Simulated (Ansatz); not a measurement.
What does this script print? It uses Ansatz's Python interface.

`fgeh6n3_energy.py`
```python
'''Electronic structure of the FGeH6N3 molecule.'''

from pathlib import Path
import warnings

import ansatz as az
from ase import Atoms
import numpy as np
import pandas as pd

warnings.simplefilter('ignore', az.DeckWarning)

atoms = Atoms(['N', 'Ge', 'N', 'N', 'F', 'H', 'H', 'H', 'H', 'H', 'H'], positions=[
    (-1.4211, 0.7957, -0.3371),
    (0.1889, 0.2478, 0.2544),
    (-0.0813, -1.1156, 1.4849),
    (1.262, -0.378, -1.1893),
    (1.0499, 1.578, 0.9931),
    (-1.2844, 1.578, -1.0821),
    (-1.8915, 0.0327, -0.8278),
    (0.9397, -1.3604, 1.84),
    (-0.5578, -0.6837, 2.3495),
    (0.6226, -1.1425, -1.6077),
    (1.2382, 0.391, -1.8572),
])
geometry = az.Crystal.molecule_from_ase(atoms)

job = (
    geometry.calculation()
    .basis(gaussian='def2-SVP')
    .correlation('CCSD')
    .forces()
    .orbitals()
)
done = job.run(runs_dir='fgeh6n3_runs')
rep = done.report

print(f'E = {rep["free_energy_ev"]:.6f} eV = {rep["free_energy_ev"] / 27.211386246:.7f} Ha')
print('converged:', rep['converged'], ' doubts:', rep['published_state_doubts'] or 'none')

print('correlation energy', round(rep['free_energy_ev'] - rep['reference_energy_ev'], 5), 'eV')
cluster = rep['correlation'].get('coupled_cluster')
if cluster:
    print('cycles', cluster['cycles'], ' T1 diagnostic', round(cluster['t1_diagnostic'], 4), ' largest double', round(cluster['largest_double'], 4))

state = rep['mean_field']['state']
print(f'mean field: {state["energy"]["hartree"]:.7f} Ha, <S^2> = {abs(state["spin_squared"]):.4f}, stability: {state.get("stability", {}).get("kind")}')

symbols = [site.symbol for site in geometry.cartesian_sites]
print('forces (eV/A)')
for symbol, f in zip(symbols, rep['forces_ev_ang']):
    print(f'  {symbol:2s} {f[0]:9.4f} {f[1]:9.4f} {f[2]:9.4f}')

charges = rep['charge_distribution']
table = pd.DataFrame({'atom': symbols, 'mulliken': charges['mulliken_charges_e'], 'lowdin': charges['lowdin_charges_e']})
print(table.round(3).to_string())
print('dipole (e A):', np.round(charges['dipole_moment_e_ang'], 4) + 0.0)

lines = Path(rep['orbitals_path']).read_text().splitlines()
field_of = lambda key: [line.split('=')[1].strip() for line in lines if line.startswith(key)]
orbitals = [(27.211386 * float(e), s, float(n)) for e, s, n in zip(field_of('Ene='), field_of('Spin='), field_of('Occup='))]
homo = max(e for e, _, n in orbitals if n > 0.5)
lumo = min(e for e, _, n in orbitals if n < 0.5)
for e, spin, n in sorted(orbitals):
    if homo - 10 < e < lumo + 5:
        print(f'{spin:6s} {e:10.3f} eV  occupation {n:.0f}')
```

```console
$ python fgeh6n3_energy.py
E = -63734.453312 eV = -2342.1979585 Ha
converged: True  doubts: none
correlation energy -26.26636 eV
cycles 10  T1 diagnostic 0.011  largest double 0.0224
mean field: -2341.2326874 Ha, <S^2> = 0.0000, stability: minimum
forces (eV/A)
  N    -0.2676    2.2799   -1.8160
  Ge    1.0572   -1.2884   -0.2144
  N     2.1448    0.8952    1.9680
  N    -1.8884   -1.1462    0.6994
  F    -0.2490   -0.0787   -0.2938
  H    -0.4680   -1.6923    1.7288
  H    -0.0460    0.0543    0.1090
  H    -2.6881    0.4165   -0.7826
  H     0.8512   -0.8777   -1.6091
  H     1.4099    1.4440    0.5595
  H     0.1440   -0.0065   -0.3488
   atom  mulliken  lowdin
0     N    -0.458   0.018
1    Ge     1.026  -0.120
2     N    -0.480  -0.026
3     N    -0.448  -0.014
4     F    -0.455  -0.071
5     H     0.141   0.054
6     H     0.132   0.012
7     H     0.152   0.065
8     H     0.150   0.048
9     H     0.125   0.039
10    H     0.115  -0.004
dipole (e A): [-0.3013 -0.1143 -0.3558]
Alpha     -19.708 eV  occupation 2
Alpha     -17.881 eV  occupation 2
Alpha     -17.385 eV  occupation 2
Alpha     -17.179 eV  occupation 2
Alpha     -17.000 eV  occupation 2
Alpha     -16.493 eV  occupation 2
Alpha     -16.324 eV  occupation 2
Alpha     -14.573 eV  occupation 2
Alpha     -13.946 eV  occupation 2
Alpha     -13.078 eV  occupation 2
Alpha     -11.924 eV  occupation 2
Alpha     -10.988 eV  occupation 2
Alpha       3.416 eV  occupation 0
Alpha       4.866 eV  occupation 0
Alpha       5.391 eV  occupation 0
Alpha       5.873 eV  occupation 0
Alpha       6.088 eV  occupation 0
Alpha       6.634 eV  occupation 0
Alpha       7.599 eV  occupation 0
Alpha       8.204 eV  occupation 0
```

Total energies depend on the basis set; only differences at equal settings carry meaning. The geometry is a force-field or estimated start, not a minimum of this method, and the basis set is short of its limit. The Löwdin charges here are taken after orthogonalising the functions within each atom; they differ from plain Löwdin charges, and their signs can be unphysical. Alpha marks a spatial orbital of a restricted run, filled by both spins. Levels such as HOMO and LUMO are orbital energies: in Hartree-Fock the gap is too wide and the LUMO hangs on the basis. Inner cores stay frozen; a filled d shell under the valence of the heavier atoms is correlated with it. S² is that of the Hartree-Fock reference. The whole script took 57 s on 1 thread of Arm Neoverse V2, with other jobs on the host, peak memory 0.98 GiB.

(Lines on the test bed's own set-up are left out of the output.)
